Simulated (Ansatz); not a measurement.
# Li3Ca, space group Fm-3m: a single point from a YAML input

Program: the Python package of Ansatz (0.2.0).

At the Python prompt:
```pycon
>>> from collections import Counter
>>> import ansatz as az
>>> INPUT = """
... crystal:
...   lattice:
...     - [0.0, 3.76687, 3.76687]
...     - [3.76687, 0.0, 3.76687]
...     - [3.76687, 3.76687, 0.0]
...   atoms:
...     - { symbol: Li, position: [0.75, 0.75, 0.75] }
...     - { symbol: Li, position: [0.25, 0.25, 0.25] }
...     - { symbol: Li, position: [0.0, 0.0, 0.0] }
...     - { symbol: Ca, position: [0.5, 0.5, 0.5] }
... kpoints:
...   mp_grid: { kspacing: 0.3 }
... hamiltonian:
...   xc: pbesol
... scf:
...   occupations: { method: gaussian, width: 0.15 }
... basis:
...   ecutwfc: "16 Ha"
... output:
...   forces: true
... """
>>> result = az.Session.from_yaml(INPUT).plan().execute()
>>> summary = result.report
>>> summary["n_electrons"]
19.0
>>> print("%-22s %14.5f eV" % ("F = E - TS", summary["free_energy_ev"]))
F = E - TS                -2402.56398 eV
>>> print("%-22s %14.5f eV" % ("E", summary["internal_energy_ev"]))
E                         -2402.52950 eV
>>> print("%-22s %14.5f eV" % ("Harris-Foulkes", summary["harris_foulkes_ev"]))
Harris-Foulkes            -2402.56398 eV
>>> print("%-22s %14.5f eV" % ("Fermi level", summary["fermi_energy_ev"]))
Fermi level                   2.36381 eV
>>> print("forces (eV/A)")
forces (eV/A)
>>> for site, force in zip(result.lattice.sites, summary["forces_ev_ang"]):
...     print(f"  {site.symbol:2s} {force[0]:9.4f} {force[1]:9.4f} {force[2]:9.4f}")
...
  Li    0.0000   -0.0000    0.0000
  Li    0.0000    0.0000    0.0000
  Li   -0.0000    0.0000    0.0000
  Ca    0.0000   -0.0000    0.0000
>>> print("energy terms (eV)")
energy terms (eV)
>>> for term, value in summary["components"].items():
...     if abs(value) > 1e-9:
...         print(f"  {term:26s} {value:16.5f}")
...
  e_band                           -459.20778
  e_kinetic                         338.00117
  e_local                         -1322.31182
  e_nonlocal                        -35.00298
  e_hartree                         432.87242
  e_xc                             -163.48020
  e_vxc                            -206.02701
  e_paw                            -895.46883
  e_vpaw                            -99.60762
  e_augmentation_tail                 0.00007
  e_ewald                          -757.25813
  e_core_change                       0.11879
  e_smearing                         -0.03449
>>> told = Counter((n["data"]["severity"], n["data"]["kind"]) for n in result.notices if n["event"] == "notice")
>>> for (severity, kind), count in sorted(told.items()):
...     print(f"{severity:8s} {kind} x{count}")
...
audit    band_cg_iterations x1
audit    preconditioner_resolved x1
```

Notes:
- Total energies depend on the potentials; only differences at equal settings carry meaning. A total without «per atom» is that of the cell as typed.
- The energy terms are those on the plane-wave grid, with the one-centre PAW part apart; e_band, e_vxc and e_vpaw aren't summands of the total.
- The zero of the levels is a convention of the potentials, so an absolute Fermi energy is no work function.
- The structure comes from a database of computed cells and needn't be a stable or known phase.
- Levels are Kohn-Sham eigenvalues on this mesh.
- Timing: 1.1 s on 1 thread of Arm Neoverse V2 (shared host), peak memory 0.36 GiB.
